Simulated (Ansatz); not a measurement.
**CH9AlSi2: one species, many methods**

The task here is to estimate one member of a computed series from the others.

Program: Ansatz 0.2.0, Gaussian basis. Level of theory: functionals in def2-TZVPP, the program's frozen cores in correlated methods. These are calculated values, not measurements.

The runs, in order: PBE-D4, r2SCAN-D4, PBE0-D4, B3LYP-D4, ωB97X-V, ωB97M-V, B2PLYP; CCSD(T)/def2-TZVPP; MP2/def2-QZVPP; extrapolation to the limit.

### Structure used throughout

An earlier PBE0-D4 in a triple-zeta def2 set relaxation fixed the geometry.

SMILES `[AlH2][SiH2]C[SiH3]`, 13 atoms, charge 0, spin multiplicity 1.

Atoms are counted from 1 here; the program's logs count them from 0.

Bond lengths: Al1–Si2 2.466 Å, Al1–H5 1.589 Å, Al1–H6 1.593 Å, Si2–C3 1.909 Å, Si2–H7 1.492 Å, Si2–H8 1.492 Å, C3–Si4 1.853 Å, C3–H9 1.095 Å, C3–H10 1.092 Å, Si4–H11 1.483 Å, Si4–H12 1.486 Å, Si4–H13 1.531 Å. Angles: Si2–Al1–H5 123.3°, Si2–Al1–H6 116.3°, H5–Al1–H6 120.0°, Al1–Si2–C3 98.7°, Al1–Si2–H7 115.4°, Al1–Si2–H8 117.7°, C3–Si2–H7 107.5°, C3–Si2–H8 110.0°, H7–Si2–H8 107.0°, Si2–C3–Si4 104.2°, Si2–C3–H9 108.7°, Si2–C3–H10 114.0°, Si4–C3–H9 108.8°, Si4–C3–H10 112.6°, H9–C3–H10 108.3°, C3–Si4–H11 112.6°, C3–Si4–H12 117.4°, C3–Si4–H13 107.2° and more.

Set-up of the first run:

The input, in.yaml:

```yaml
crystal:
  periodic: [false, false, false]
  atoms:
    - {symbol: Al, position_ang: [-1.265324, 1.530355, -0.299445]}
    - {symbol: Si, position_ang: [-1.234960, -0.915838, 0.008594]}
    - {symbol: C, position_ang: [0.620765, -1.224020, -0.317675]}
    - {symbol: Si, position_ang: [1.466978, 0.235499, 0.448876]}
    - {symbol: H, position_ang: [-1.597453, 2.553165, 0.870858]}
    - {symbol: H, position_ang: [-1.101948, 2.056566, -1.794446]}
    - {symbol: H, position_ang: [-1.532455, -1.389322, 1.392035]}
    - {symbol: H, position_ang: [-2.059415, -1.741551, -0.921069]}
    - {symbol: H, position_ang: [0.794318, -1.205747, -1.398513]}
    - {symbol: H, position_ang: [0.988864, -2.175749, 0.072364]}
    - {symbol: H, position_ang: [1.316484, 0.271352, 1.924094]}
    - {symbol: H, position_ang: [2.883681, 0.480124, 0.073556]}
    - {symbol: H, position_ang: [0.741065, 1.490367, -0.044329]}
basis:
  gaussian: {orbitals: def2-TZVPP}
hamiltonian: {xc: pbe, dispersion: d4}
output: {forces: true, orbitals: {seedname: orbitals}}
```

Run with:

```
> ansatz run in.yaml --threads 4 --pin off --events-out ev --progress --plain --max-ram 10444MiB
```

Among the steps run: PBE-D4 (GGA); r2SCAN-D4 (meta-GGA); PBE0-D4 (hybrid); B3LYP-D4 (hybrid); ωB97X-V (range-separated); ωB97M-V (range-separated); B2PLYP (double hybrid); CCSD(T) in def2-TZVPP; MP2 in def2-QZVPP.

One table of the session follows, with a row left open; its other results are not shown here.

It belongs to the step «Atomisation energies». 

| method | atomisation energy (eV) |
| --- | --- |
| PBE-D4 | 40.516 |
| r2SCAN-D4 | 40.916 |
| PBE0-D4 | ? |
| B3LYP-D4 | 40.789 |
| ωB97X-V | 41.193 |
| ωB97M-V | 40.920 |
| B2PLYP | 40.187 |
| HF/def2-TZVPP | 31.271 |
| MP2/def2-TZVPP | 39.665 |
| CCSD/def2-TZVPP | 39.608 |
| CCSD(T)/def2-TZVPP | 39.975 |
| MP2/CBS | 40.625 |
| CCSD(T)/CBS | 40.936 |

Estimate the missing values for PBE0-D4.

As computed: atomisation energy (eV): 40.503. In the column «atomisation energy (eV)» it lies between B2PLYP (40.187) and PBE-D4 (40.516).
